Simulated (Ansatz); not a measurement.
Working through a rigid scan of one bond length of GaH4N2, SMILES [NH2][Ga][NH2]

With the Ansatz DFT code, driven from Python.

Typed at the interpreter:
```pycon
>>> import ansatz as az
>>> import numpy as np
>>> geometry_ang = [
...     ('N', [-1.30527, -0.52758, -0.7051]),
...     ('Ga', [0.26815, 0.58414, -0.82409]),
...     ('N', [1.26787, 0.44676, 0.82231]),
...     ('H', [-1.81562, -0.38072, 0.16306]),
...     ('H', [-1.99383, -0.49157, -1.45196]),
...     ('H', [2.18041, 0.88997, 0.88654]),
...     ('H', [1.39829, -0.52101, 1.10924]),
... ]
>>> system = az.Crystal.molecule()
>>> for symbol, xyz in geometry_ang:
...     system = system.atom(symbol, xyz)
...
>>> symbols = [site.symbol for site in system.cartesian_sites]
>>> start = np.array([site.position_ang for site in system.cartesian_sites])
>>> axis = (start[0] - start[1]) / np.linalg.norm(start[0] - start[1])
>>> moving = [0, 3, 4]
>>> lengths, energies = [1.64, 1.78, 1.93, 2.12, 2.41, 2.9, 3.47, 4.25], []
>>> for length in lengths:
...     xyz = start.copy()
...     xyz[moving] += (length - np.linalg.norm(start[0] - start[1])) * axis
...     point = az.Crystal.molecule()
...     for symbol, xyz in zip(symbols, xyz):
...         point = point.atom(symbol, xyz.tolist())
...     calculation = point.calculation().basis(gaussian='def2-SVP').functional('PBE0').spin('collinear', total=1)
...     summary = calculation.run(threads=1).report
...     energies.append(summary['free_energy_ev'])
...     print(f'r = {length:6.3f} A  E = {energies[-1]:.5f} eV  <S^2> = {abs(summary["mean_field"]["state"]["spin_squared"]):.3f}')
...
r =  1.640 A  E = -55402.93538 eV  <S^2> = 0.753
r =  1.780 A  E = -55403.55075 eV  <S^2> = 0.754
r =  1.930 A  E = -55403.57576 eV  <S^2> = 0.755
r =  2.120 A  E = -55403.19665 eV  <S^2> = 0.760
r =  2.410 A  E = -55402.48701 eV  <S^2> = 0.776
r =  2.900 A  E = -55401.89904 eV  <S^2> = 0.763
r =  3.470 A  E = -55401.71450 eV  <S^2> = 0.754
r =  4.250 A  E = -55401.62050 eV  <S^2> = 0.753
>>> print('energy above the lowest point (eV):', [round(e - min(energies), 3) for e in energies])
energy above the lowest point (eV): [0.64, 0.025, 0.0, 0.379, 1.089, 1.677, 1.861, 1.955]
```

Caveats:
- Total energies depend on the basis set; only differences at equal settings carry meaning.
- The rest of the molecule is held rigid at a force-field or estimated start geometry, and the basis set is modest; single-reference methods fail as a bond breaks.
- The species is open-shell (spin multiplicity 2).
- Hardware and time: 53 s on 1 thread of Arm Neoverse N1, on a shared host, peak memory 0.27 GiB.

(Lines on the test bed's own set-up are left out of the output.)
